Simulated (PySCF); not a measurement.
**ZrOBr₂: relaxation and vibrations of the singlet**

Aim: relax ZrOBr₂ as a singlet from a PBE minimum start, check by its vibrations whether the end is a minimum, and collect its spectrum and constants.

Computed with PySCF 2.14.0. Level: PBE, basis Zr def2-SVP with ECP28, O def2-SVP, Br def2-SVP, scalar-relativistic core potentials, no spin–orbit coupling, density fitting.

## 1. The starting structure

4 atoms, charge 0, spin multiplicity 1.

Bond lengths: Zr1–O2 1.745 Å, Zr1–Br3 2.533 Å, Zr1–Br4 2.533 Å. Angles: O2–Zr1–Br3 111.2°, O2–Zr1–Br4 111.2°, Br3–Zr1–Br4 120.0°.

```xyz
4
charge 0 multiplicity 1
Zr    0.0000   -0.6853    0.0000
O     1.3298   -1.8144    0.0000
Br   -0.1348    0.5742   -2.1936
Br   -0.1348    0.5742    2.1936
```

## 2. First SCF at the start

The steps below are one call of a driver around PySCF. For each, scf.py gives the equivalent set-up of the SCF; relaxations use the driver's own optimiser. After this first run the driver tries any further starts and a stability analysis.

The input, scf.py:

```python
from pyscf import gto, scf, dft
mol = gto.M(atom='''
Zr    -0.000000    -0.685300     0.000000
O      1.329840    -1.814420    -0.000000
Br    -0.134760     0.574220    -2.193640
Br    -0.134760     0.574220     2.193640''',
    basis={'Zr': 'def2-SVP', 'O': 'def2-SVP', 'Br': 'def2-SVP'},
    ecp={'Zr': 'def2-SVP'},
    charge=0, spin=0)
mf = dft.RKS(mol, xc='PBE')
mf.grids.atom_grid = (50, 194)
aux = {'Zr': 'def2-universal-JKFIT', 'O': 'def2-universal-JKFIT', 'Br': 'def2-universal-JKFIT'}
mf = mf.density_fit(auxbasis=aux)
mf.conv_tol = 1e-08
mf.diis_space = 10
mf.max_cycle = 60
mf.init_guess = 'minao'
mf.verbose = 4
mf.kernel()
```

Started as:

```console
OMP_NUM_THREADS=2 python axn.py task.json out
```

Further steps of the session: Relaxation: PBE minimum start, singlet; Hessian and properties.

Q: Predict the outcome of this session. Wanted: minimum; geometry; wavenumbers; dipole moment; highest occupied, lowest empty level; polar-tensor charge of Zr1; zero-point energy; atomisation energy.

As calculated:

```
                                 quantity                                                                   value
                                  minimum                                                             singlet, Cs
                                 geometry  Zr–Br 2.533 Å (×2), Zr–O 1.745 Å; Br–Zr–Br 119.3°, Br–Zr–O 111.1° (×2)
                       wavenumbers (cm⁻¹)              47 (a'), 94 (a'), 165 (a''), 247 (a'), 319 (a''), 949 (a')
                            dipole moment                                                                  3.72 D
     highest occupied, lowest empty level                                                         -7.13, -4.19 eV
               polar-tensor charge of Zr1                                                                 +1.82 e
                        zero-point energy                                                             10.9 kJ/mol
                      entropy at 298.15 K                                                         363.9 J/(mol K)
atomisation energy (no zero-point energy)                                                             1721 kJ/mol
```

**Reading.** The PBE minimum start keeps its Cs symmetry and ends in a minimum. In the infrared the band at 949 cm⁻¹ (a', stretch) leads. Other starts or spin states, not run here, may lie lower.
